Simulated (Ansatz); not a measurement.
# The cluster Al2B5 (doublet): reading failed and doubtful runs

Aim: try 1 input for the cluster Al2B5 (doublet) as typed, read how each ends, and find what has to change.

Computed with Ansatz 0.2.0, Gaussian basis. Level: the settings change from run to run.

5 further runs of the same task are left out: 3 that didn't finish, 2 set aside as unsound or not needed. Runs told in other sessions of the task aren't counted.

### Step 1. The molecule

The geometry comes from an earlier relaxation with PBE0-D4/def2-SVP; it is a stationary point, not always the lowest conformer.

7 atoms, charge 0, spin multiplicity 2.

Atoms are counted from 1 here; the program's logs count them from 0.

Bond lengths: B1–B2 1.706 Å, B1–B3 1.694 Å, B1–B4 1.706 Å, B1–B5 1.694 Å, B2–B3 1.618 Å, B2–B4 1.569 Å, B2–Al7 2.378 Å, B3–Al6 2.091 Å, B3–Al7 2.358 Å, B4–B5 1.618 Å, B4–Al7 2.378 Å, B5–Al6 2.091 Å, B5–Al7 2.358 Å. Angles: B2–B1–B3 56.8°, B2–B1–B4 54.7°, B2–B1–B5 97.7°, B3–B1–B4 97.7°, B3–B1–B5 95.6°, B4–B1–B5 56.8°, B1–B2–B3 61.2°, B1–B2–B4 62.6°, B1–B2–Al7 92.8°, B3–B2–B4 106.9°, B3–B2–Al7 69.4°, B4–B2–Al7 70.7°, B1–B3–B2 62.0°, B1–B3–Al6 73.3° and more.

Coordinates:

```
atom    x (Å)    y (Å)    z (Å)
  B1  -0.0560   1.0836  -0.3923
  B2  -1.2070  -0.1085  -0.7984
  B3   0.3397  -0.3477  -1.2073
  B4  -1.2113   0.4253   0.6767
  B5   0.3328   0.5060   1.1520
 Al6   2.0067   0.1697  -0.0555
 Al7  -0.2049  -1.7284   0.6248
```

### Step 2. Input 1

File in.yaml:

```yaml
crystal:
  periodic: [false, false, false]
  atoms:
    - {symbol: B, position_ang: [-0.056003, 1.083591, -0.392263]}
    - {symbol: B, position_ang: [-1.206971, -0.108477, -0.798434]}
    - {symbol: B, position_ang: [0.339692, -0.347726, -1.207288]}
    - {symbol: B, position_ang: [-1.211290, 0.425264, 0.676711]}
    - {symbol: B, position_ang: [0.332784, 0.506015, 1.152015]}
    - {symbol: Al, position_ang: [2.006697, 0.169704, -0.055533]}
    - {symbol: Al, position_ang: [-0.204909, -1.728382, 0.624793]}
basis:
  gaussian: {orbitals: cc-pVTZ}
magnetization: {spin_polarized: true, initial_magnetization: 1}
hamiltonian: {xc: {name: HF}}
correlation: {method: mp2, frozen_orbitals: {B: 9}}
scf: {lower_state_search: light}
output: {forces: true}
```

Launch:

```sh
> ansatz run in.yaml --threads 4 --pin off --events-out ev --progress --plain --max-ram 4787MiB
```

Q: Predict the results of all the runs planned.

**Answer**, as computed:

```
input        level    ended                                                                                    cause    time
    1  MP2/cc-pVTZ  refused  frozen orbitals are typed for one element alone, and the program wants a count for each  0.05 s
```

**Reading.** 1 refused. A refusal costs next to no computing time.
